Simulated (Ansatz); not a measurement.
**Ni3Pt (Pm-3m): equation of state with a fit**

Where is the equilibrium volume of Ni3Pt (Pm-3m), and how stiff is it? Aim: an equation of state with a fit, for Ni3Pt (Pm-3m), run from a script.

Program: the Python package of Ansatz 0.2.0. Level of theory: DFT r2SCAN, plane waves, PAW. These are calculated values, not measurements.

## (1) The system

It takes space group Pm-3m (No. 221, cubic). Conventional cell: a = 3.625 Å, b = 3.625 Å, c = 3.625 Å, α = 90.00°, β = 90.00°, γ = 90.00°. Ni (site symmetry 4/mmm) is surrounded by 8 Ni at 2.56 Å and 4 Pt at 2.56 Å. Around Pt (site symmetry m-3m) lie 12 Ni at 2.56 Å.

No structure file is read: the coordinates are typed or built in the script.

## (2) Script

The input, eos_ni3pt.py:

```python
"""Equation of state of Ni3Pt."""

import warnings

import ansatz as az
import numpy as np
from pymatgen.analysis.eos import EOS

vectors0 = np.array([
    [3.624567, 0.0, 0.0],
    [0.0, 3.624567, 0.0],
    [0.0, 0.0, 3.624567],
])
sites = [
    ("Ni", (0.5, 0.0, 0.5), 1.5),
    ("Ni", (0.0, 0.5, 0.5), 1.5),
    ("Ni", (0.5, 0.5, 0.0), 1.5),
    ("Pt", (0.0, 0.0, 0.0), 0.0),
]


def crystal_on(cell):
    crystal = az.Crystal(lattice=az.Lattice.of(cell))
    for symbol, position, moment in sites:
        crystal = crystal.atom(symbol, position, moment=moment or None)
    return crystal

warnings.simplefilter("ignore", az.DeckWarning)

# uniform scaling of the cell
volumes, energies, pressures = [], [], []
for scale in np.linspace(0.92, 1.08, 7):
    cell = vectors0 * scale ** (1 / 3)
    model = (
        crystal_on(cell).calculation()
        .occupations("fermi_dirac", width=0.15)
        .spin("collinear")
        .functional("r2scan")
        .basis(650)
        .pseudopotentials("paw")
        .kpoints(6, 6, 6)
        .stress()
    )
    report = model.run(threads=1, pin="off").report
    volumes.append(abs(np.linalg.det(cell)) / len(sites))
    energies.append(report["free_energy_ev"] / len(sites))
    pressures.append(np.trace(report["stress_gpa"]) / 3)
    print(f"V = {volumes[-1]:8.4f} A^3/atom  F = {energies[-1]:.5f} eV/atom  P = {pressures[-1]:8.3f} GPa")

for form in ["vinet"]:
    fit = EOS(eos_name=form).fit(volumes, energies)
    print(f"{form:18s} V0 {fit.v0:8.4f} A^3/atom  B0 {fit.b0_GPa:7.1f} GPa  B1 {fit.b1:5.2f}")
```

## (3) The calls as engine input

The package turns the script's settings into the engine's input (first run):

```yaml
crystal:
  lattice:
    - [3.5252133640816004, 0.0, 0.0]
    - [0.0, 3.5252133640816004, 0.0]
    - [0.0, 0.0, 3.5252133640816004]
  atoms:
    - { symbol: Ni, position: [0.5, 0.0, 0.5], spin: 1.5 }
    - { symbol: Ni, position: [0.0, 0.5, 0.5], spin: 1.5 }
    - { symbol: Ni, position: [0.5, 0.5, 0.0], spin: 1.5 }
    - { symbol: Pt, position: [0.0, 0.0, 0.0] }
basis:
  ecutwfc: 650.0
kpoints:
  mp_grid:
    grid: [6, 6, 6]
hamiltonian:
  xc: r2scan
  pseudopotentials:
    kind: paw
magnetization:
  spin_polarized: true
scf:
  occupations:
    method: fermi_dirac
    width: 0.15
output:
  stress: true
```

## (4) Launch

Command:

```sh
$ python eos_ni3pt.py
```

The program printed:

```text
V =  10.9521 A^3/atom  F = -7518.23820 eV/atom  P =   23.108 GPa
V =  11.2695 A^3/atom  F = -7518.27494 eV/atom  P =   14.210 GPa
V =  11.5870 A^3/atom  F = -7518.29537 eV/atom  P =    6.612 GPa
V =  11.9044 A^3/atom  F = -7518.30188 eV/atom  P =    0.133 GPa
V =  12.2219 A^3/atom  F = -7518.29653 eV/atom  P =   -5.385 GPa
V =  12.5393 A^3/atom  F = -7518.28109 eV/atom  P =  -10.074 GPa
V =  12.8568 A^3/atom  F = -7518.25708 eV/atom  P =  -14.051 GPa
vinet              V0  11.9115 A^3/atom  B0   223.4 GPa  B1  5.03
```

Wall time 4.3 min (1 thread of Arm Neoverse V2, shared host); peak memory 0.78 GiB.

## (5) What changed from run to run

The engine's inputs for some of the other runs:

Run 2, against run 1:

```diff
@@ -3,3 +3,3 @@
-    - [3.5252133640816004, 0.0, 0.0]
-    - [0.0, 3.5252133640816004, 0.0]
-    - [0.0, 0.0, 3.5252133640816004]
+    - [3.558949513107319, 0.0, 0.0]
+    - [0.0, 3.558949513107319, 0.0]
+    - [0.0, 0.0, 3.558949513107319]
```

Run 3, against run 1:

```diff
@@ -3,3 +3,3 @@
-    - [3.5252133640816004, 0.0, 0.0]
-    - [0.0, 3.5252133640816004, 0.0]
-    - [0.0, 0.0, 3.5252133640816004]
+    - [3.5920579214442516, 0.0, 0.0]
+    - [0.0, 3.5920579214442516, 0.0]
+    - [0.0, 0.0, 3.5920579214442516]
```

Run 6, against run 1:

```diff
@@ -3,3 +3,3 @@
-    - [3.5252133640816004, 0.0, 0.0]
-    - [0.0, 3.5252133640816004, 0.0]
-    - [0.0, 0.0, 3.5252133640816004]
+    - [3.687890984990724, 0.0, 0.0]
+    - [0.0, 3.687890984990724, 0.0]
+    - [0.0, 0.0, 3.687890984990724]
```

## (6) The engine's runs

From the records of these 7 runs:

| run | volume (Å³/atom) | energy from run 4 (meV/atom) | pressure (GPa) | moment (μB/cell) | SCF cycles | CPU time (s) |
| --- | --- | --- | --- | --- | --- | --- |
| 1 | 10.952 | 63.68 | 23.11 | 2.71 | 19 | 31 |
| 2 | 11.270 | 26.94 | 14.21 | 2.78 | 20 | 35 |
| 3 | 11.587 | 6.51 | 6.61 | 2.83 | 20 | 36 |
| 4 | 11.904 | 0.00 | 0.13 | 2.88 | 19 | 37 |
| 5 | 12.222 | 5.35 | -5.38 | 2.92 | 19 | 37 |
| 6 | 12.539 | 20.79 | -10.07 | 2.96 | 18 | 36 |
| 7 | 12.857 | 44.80 | -14.05 | 2.99 | 19 | 38 |

Energies are free energies F = E - TS of the smeared occupations. 

## (7) Results

| quantity | value |
| --- | --- |
| runs compared | 7 |
| range of energy | 63.68 meV/atom |
| lowest point, volume (Å³/atom) | 11.904 |
| equilibrium volume (fit) | 11.91 Å³/atom |
| bulk modulus (fit) | 223 GPa |

What this shows: A third-order Birch-Murnaghan fit through the 7 points (the script's own form differs a little) has its minimum at 11.91 Å³ an atom, 0.1 % above the typed cell, with a bulk modulus of 223 GPa and dB/dP = 5.0. From that minimum the energy rises by 63.7 meV an atom on the compressed side and 44.8 meV on the expanded side. Notes:
- The magnetic order follows from the starting moments and needn't be the lowest.
- The mesh is modest for a metal, so energies can be off by several to tens of meV an atom and pressures by half a GPa or more; differences at equal mesh fare better.
- The smearing is wide enough that free energy and stress hold a thermal part of the electrons.
- Pressure is positive in compression.
- Spin-orbit coupling, which matters for elements this heavy, is left out.
- r2SCAN tends to overestimate the moments of itinerant magnets.
- The structure comes from a database of computed cells and needn't be a stable or known phase.
